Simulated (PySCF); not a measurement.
# B2O2 (diboron dioxide), step by step, part 2 of 2

PySCF 2.14.0. The steps go on from the part before.

## (5) Quasiparticle energies at G0W0@M06-L/6-311G(d) (run 4)

File run.py:

```python
from pyscf import gto, dft, gw

mol = gto.M(
    atom='O -0.753667 0.500220 1.784897; B -0.296162 0.215640 0.717526; B 0.330376 -0.171545 -0.748842; O 0.788896 -0.452942 -1.816533',
    verbose=4,
    max_memory=1860,
    basis='6-311g*',
)

mf = dft.RKS(mol)
mf.xc = 'm06-l'
mf.kernel()

e_final = mf.e_tot
print('Final energy', e_final)

nocc = mol.nelec[0]
orbs = list(range(max(0, nocc - 2), min(mol.nao, nocc + 2)))
mygw = gw.GW(mf, freq_int='ac')
mygw.orbs = orbs
mygw.kernel()
print('orbital   mean field (eV)   quasiparticle (eV)')
for p in orbs:
    print('%4d %12.4f %12.4f' % (p + 1, mf.mo_energy[p] * 27.211386, mygw.mo_energy[p] * 27.211386))
```

Launch:

```sh
$ OMP_NUM_THREADS=1 python run.py
```

What it wrote:

```text
PySCF version 2.14.0

[INPUT] num. atoms = 4
[INPUT] num. electrons = 26
[INPUT] charge = 0
[INPUT] spin (= nelec alpha-beta = 2S) = 0
[INPUT] symmetry False subgroup None
[INPUT] Mole.unit = angstrom
[INPUT] Symbol           X                Y                Z      unit          X                Y                Z       unit  Magmom
[INPUT]  1 O     -0.753667000000   0.500220000000   1.784897000000 AA   -1.424224219123   0.945278802030   3.372966490558 Bohr   0.0
[INPUT]  2 B     -0.296162000000   0.215640000000   0.717526000000 AA   -0.559665068503   0.407500541501   1.355927627255 Bohr   0.0
[INPUT]  3 B      0.330376000000  -0.171545000000  -0.748842000000 AA    0.624320158129  -0.324173068039  -1.415106290572 Bohr   0.0
[INPUT]  4 O      0.788896000000  -0.452942000000  -1.816533000000 AA    1.490797380765  -0.855936330313  -3.432749866235 Bohr   0.0

nuclear repulsion = 66.7939237279814
number of shells = 32
number of NR pGTOs = 124
number of NR cGTOs = 72
basis = 6-311g*
ecp = {}

******** <class 'pyscf.dft.rks.RKS'> ********
method = RKS
initial guess = minao
damping factor = 0
level_shift factor = 0
DIIS = <class 'pyscf.scf.diis.CDIIS'>
diis_start_cycle = 1
diis_space = 8
diis_damp = 0
SCF conv_tol = 1e-09
SCF conv_tol_grad = None
SCF max_cycles = 50
direct_scf = True
direct_scf_tol = 1e-13
XC library pyscf.dft.libxc version 7.0.0
    S. Lehtola, C. Steigemann, M. J.T. Oliveira, and M. A.L. Marques.,  SoftwareX 7, 1–5 (2018)
XC functionals = m06-l
    Y. Zhao and D. G. Truhlar.,  Theor. Chem. Acc. 120, 215 (2008)
radial grids:
    Treutler-Ahlrichs [JCP 102, 346 (1995); DOI:10.1063/1.469408] (M4) radial grids

becke partition: Becke, JCP 88, 2547 (1988); DOI:10.1063/1.454033
pruning grids: <function nwchem_prune>
grids dens level: 3
symmetrized grids: False
atomic radii adjust function: <function treutler_atomic_radii_adjust>
small_rho_cutoff = 0
Set gradient conv threshold to 3.16228e-05
Initial guess from minao.
tot grids = 56256
init E= -200.561660922144
  HOMO = -0.472808288842721  LUMO = -0.145210542556331  gap/eV = 8.91439
cycle= 1 E= -199.989178741093  delta_E= 0.572  |g|= 1.19  |ddm|= 2.06
  HOMO = -0.201075083087545  LUMO = -0.0263852803787366  gap/eV = 4.75355
cycle= 2 E= -197.109706891693  delta_E= 2.88  |g|= 3.67  |ddm|= 4.58
  HOMO = -0.334357780074286  LUMO = -0.0782792180353797  gap/eV = 6.96825
cycle= 3 E= -200.258372974116  delta_E= -3.15  |g|= 0.174  |ddm|= 3.97
  HOMO = -0.361025208686546  LUMO = -0.119789639070818  gap/eV = 6.56435
cycle= 4 E= -200.266560505146  delta_E= -0.00819  |g|= 0.0774  |ddm|= 0.232
  HOMO = -0.352800895718648  LUMO = -0.106610948130496  gap/eV = 6.69917
cycle= 5 E= -200.268208382443  delta_E= -0.00165  |g|= 0.00506  |ddm|= 0.063
  HOMO = -0.353105778983529  LUMO = -0.106639148331638  gap/eV = 6.70670
cycle= 6 E= -200.268212557211  delta_E= -4.17e-06  |g|= 0.00245  |ddm|= 0.00532
  HOMO = -0.353149118666397  LUMO = -0.106732850563155  gap/eV = 6.70533
cycle= 7 E= -200.268211337866  delta_E= 1.22e-06  |g|= 0.00345  |ddm|= 0.00328
  HOMO = -0.353171630027973  LUMO = -0.106768655924323  gap/eV = 6.70497
cycle= 8 E= -200.268213724186  delta_E= -2.39e-06  |g|= 0.000134  |ddm|= 0.00198
  HOMO = -0.353184025360679  LUMO = -0.106768971277221  gap/eV = 6.70530
cycle= 9 E= -200.268213728147  delta_E= -3.96e-09  |g|= 1.21e-05  |ddm|= 0.000133
  HOMO = -0.353186797903179  LUMO = -0.106773876419234  gap/eV = 6.70524
cycle= 10 E= -200.268213728194  delta_E= -4.75e-11  |g|= 3.99e-06  |ddm|= 1.98e-05
  HOMO = -0.353187809602692  LUMO = -0.106774156179742  gap/eV = 6.70526
Extra cycle  E= -200.26821372817  delta_E= 2.42e-11  |g|= 1.16e-05  |ddm|= 9.64e-06
converged SCF energy = -200.26821372817
Final energy -200.26821372817028
Default auxbasis cc-pvtz-ri is used for B 6-311g*
Default auxbasis cc-pvtz-ri is used for O 6-311g*

******** <class 'pyscf.gw.gw_ac.GWAC'> ********
method = GWAC
GW nocc = 13, nvir = 59
frozen orbitals = None
off-diagonal self-energy = False
GW density matrix = False
density-fitting for exchange = False
outcore for self-energy= False
broadening parameter = 5.000e-03
number of grids = 100
analytic continuation method = pade
imaginary frequency cutoff = 5.0
Pade points = 18
Pade step ratio = 0.667
use perturbative linearized QP eqn = False
QPE max iter = 100
QPE tolerance = 1.0e-06

Starting get_sigma_diag main loop with 100 frequency points.
   0    1    2    3    4    5    6    7    8    9   10   11
  12   13   14   15   16   17   18   19   20   21   22   23
  24   25   26   27   28   29   30   31   32   33   34   35
  36   37   38   39   40   41   42   43   44   45   46   47
  48   49   50   51   52   53   54   55   56   57   58   59
  60   61   62   63   64   65   66   67   68   69   70   71
  72   73   74   75   76   77   78   79   80   81   82   83
  84   85   86   87   88   89   90   91   92   93   94   95
  96   97   98   99
Finished get_sigma_diag main loop.

WARN: GW QP energies may not be sorted from min to max

orbital   mean field (eV)   quasiparticle (eV)
  12      -9.6109     -12.5569
  13      -9.6107     -12.5569
  14      -2.9055       0.7404
  15      -2.9054       0.7404
```

It took 13 s on 1 thread of Intel Xeon at 2.50GHz (Skylake/Cascade Lake), shared host; peak memory 0.36 GiB.

## (6) Summary of results

The summary covers parts 1 to 2.

| quantity | value |
| --- | --- |
| run 1, CAM-B3LYP-D4/cc-pCVDZ: total energy at the end | -200.17691 Eh |
| run 1, CAM-B3LYP-D4/cc-pCVDZ: dipole moment | 0.01 D |
| run 1, CAM-B3LYP-D4/cc-pCVDZ: HOMO energy | -12.30 eV |
| run 1, CAM-B3LYP-D4/cc-pCVDZ: LUMO energy | -0.98 eV |
| run 1, CAM-B3LYP-D4/cc-pCVDZ: HOMO–LUMO gap | 11.31 eV |
| run 1, CAM-B3LYP-D4/cc-pCVDZ: dispersion energy | -4.89 kJ/mol |
| run 2, CAM-B3LYP-D4/cc-pCVDZ: total energy | -200.17690 Eh |
| run 2, CAM-B3LYP-D4/cc-pCVDZ: dipole moment | 0.00 D |
| run 2, CAM-B3LYP-D4/cc-pCVDZ: lowest harmonic wavenumber | 227 cm⁻¹ |
| run 2, CAM-B3LYP-D4/cc-pCVDZ: highest harmonic wavenumber | 2186 cm⁻¹ |
| run 2, CAM-B3LYP-D4/cc-pCVDZ: zero-point energy | 37.9 kJ/mol |
| run 2, CAM-B3LYP-D4/cc-pCVDZ: ideal-gas entropy at 200 K (symmetry number 2 as used) | 53.5 cal/(mol K) |
| run 3, CCSD(T)/6-31+G*: total energy | -199.72220 Eh |
| run 3, CCSD(T)/6-31+G*: dipole moment (Hartree–Fock density) | 0.01 D |
| run 3, CCSD(T)/6-31+G*: HOMO energy (Hartree–Fock orbitals) | -14.74 eV |
| run 3, CCSD(T)/6-31+G*: LUMO energy (Hartree–Fock orbitals) | 0.69 eV |
| run 3, CCSD(T)/6-31+G*: HOMO–LUMO gap (Hartree–Fock orbitals) | 15.43 eV |
| run 3, CCSD(T)/6-31+G*: correlation energy (4 core orbitals frozen) | -532.7 mEh |
| run 3, CCSD(T)/6-31+G*: (T) correction | -19.58 mEh |
| run 3, CCSD(T)/6-31+G*: T1 diagnostic | 0.024 |
| run 4, G0W0@M06-L/6-311G*: ground-state or mean-field energy | -200.26821 Eh |
| run 4, G0W0@M06-L/6-311G*: dipole moment (M06-L Kohn–Sham density) | 0.01 D |
| run 4, G0W0@M06-L/6-311G*: HOMO energy (M06-L Kohn–Sham orbitals) | -9.61 eV |
| run 4, G0W0@M06-L/6-311G*: LUMO energy (M06-L Kohn–Sham orbitals) | -2.91 eV |
| run 4, G0W0@M06-L/6-311G*: HOMO–LUMO gap (M06-L Kohn–Sham orbitals) | 6.71 eV |
| run 4, G0W0@M06-L/6-311G*: quasiparticle HOMO | -12.56 eV |

The optimisation (run 1, CAM-B3LYP-D4/cc-pCVDZ) took 7 steps and changed the energy by -1.427 eV. Mulliken charges (run 1, CAM-B3LYP-D4/cc-pCVDZ) run from -0.06 on B2 to +0.06 on O1; they depend strongly on the basis. All 7 modes (run 2, CAM-B3LYP-D4/cc-pCVDZ) are real, so the shape is a minimum at this level. Mulliken charges (run 2, CAM-B3LYP-D4/cc-pCVDZ) run from -0.06 on B2 to +0.06 on O1; they depend strongly on the basis. The T1 diagnostic (run 3, CCSD(T)/6-31+G*) of 0.024 is above the customary mark for such species, so a single reference may not serve. The triples (run 3, CCSD(T)/6-31+G*) make up 3.7 % of the correlation energy.
